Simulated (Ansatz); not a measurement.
**SiHBr (triplet): from Hartree-Fock to the top rungs at distance Br1–H2 along a hydrogen transfer = 1.421 Å, cc-pVDZ**

How much of the correlation energy of SiHBr (triplet) does each wave-function method recover here?

Computed with Ansatz 0.2.0, Gaussian basis. Level: cc-pVDZ, core rule «outside noble gas», up to 19 orbitals frozen.

Plan: UHF; CCSD(T) on ROHF; CCSD(T) on UHF; BCCD(T) on ROHF; CISD; CCSDT(Q) on ROHF; CCSDT(Q) on UHF; CCSDTQ on ROHF; CASSCF and MRCISD+Q, 4 electrons in 4 orbitals; CASSCF and NEVPT2, 4 electrons in 4 orbitals; CASSCF and MRCISD+Q, 12 electrons in 9 orbitals; CASSCF and NEVPT2, 12 electrons in 9 orbitals.

**1. The system**

The geometry derives from fragments relaxed apart (PBE0/def2-TZVP) and kept rigid, so it is no stationary point. A hydrogen atom is moved between rigid fragments. No spin-orbit coupling is included. The filled d shell of Br may be among the frozen orbitals whatever the setting's name suggests; the logs give the count.

3 atoms, charge 0, spin multiplicity 3.

Atoms are counted from 1 here; the program's logs count them from 0.

Bond lengths: Br1–H2 1.421 Å.

**2. UHF**

File in.yaml:

```yaml
crystal:
  periodic: [false, false, false]
  atoms:
    - {symbol: Br, position_ang: [0.000000, 0.000000, -1.569200]}
    - {symbol: H, position_ang: [0.000000, 0.000000, -0.148600]}
    - {symbol: Si, position_ang: [0.000000, 0.000000, 1.717800]}
basis:
  gaussian: {orbitals: cc-pVDZ}
magnetization: {spin_polarized: true, initial_magnetization: 2}
hamiltonian: {xc: hf}
output: {orbitals: {seedname: orbitals}}
```

On the command line:

```
> ansatz run in.yaml --threads 1 --pin off --events-out ev --progress --plain --max-ram 2816MiB --backend cpu
```

After this run come: CCSD(T) on ROHF; CCSD(T) on UHF; BCCD(T) on ROHF; CISD; CCSDT(Q) on ROHF; CCSDT(Q) on UHF; CCSDTQ on ROHF; CASSCF and MRCISD+Q, 4 electrons in 4 orbitals; CASSCF and NEVPT2, 4 electrons in 4 orbitals; CASSCF and MRCISD+Q, 12 electrons in 9 orbitals; CASSCF and NEVPT2, 12 electrons in 9 orbitals.

**Question.** What will the summary of the whole plan be? Wanted: RCCSDTQ below the RHF energy; RMP2 from RCCSDTQ; UMP2 from RCCSDTQ; RCCSD from RCCSDTQ; RCCSD(T) from RCCSDTQ; UCCSD(T) from RCCSDTQ; RCCSDT(Q) from RCCSDTQ; UCCSDT(Q) from RCCSDTQ; NEVPT2 pair from RCCSDTQ.

**Answer**, as computed:

| quantity | value |
| --- | --- |
| RCCSDTQ below the RHF energy | -6.0505 eV |
| RMP2 from RCCSDTQ | +24.07 kcal/mol |
| UMP2 from RCCSDTQ | +23.81 kcal/mol |
| RCCSD from RCCSDTQ | +3.50 kcal/mol |
| RCCSD(T) from RCCSDTQ | +0.71 kcal/mol |
| UCCSD(T) from RCCSDTQ | +0.69 kcal/mol |
| RCCSDT(Q) from RCCSDTQ | +0.02 kcal/mol |
| UCCSDT(Q) from RCCSDTQ | +0.01 kcal/mol |
| NEVPT2 pair from RCCSDTQ | +24.42 kcal/mol |
| MRCISD+Q pair from RCCSDTQ | -0.09 kcal/mol |
| NEVPT2 valence from RCCSDTQ | +27.73 kcal/mol |
| levels within 1 kcal/mol (43 meV) | RCCSD(T), UCCSD(T), BCCD(T), RCCSDT, UCCSDT, RCCSDT(Q), UCCSDT(Q), MRCISD+Q pair, MRCISD+Q valence |
| T1 diagnostic | 0.017 |
| effectively unpaired electrons | 2.02 |

RCCSD(T) misses by +0.71 kcal/mol, 0.5 % of the correlation energy. One determinant dominates. Of the multireference levels listed MRCISD+Q pair comes nearest in total energy (-0.09 kcal/mol), which doesn't show that its space is the better one. These misses are within one basis, not against nature; the frozen cores of restricted and unrestricted runs differ, which can shift their rows.
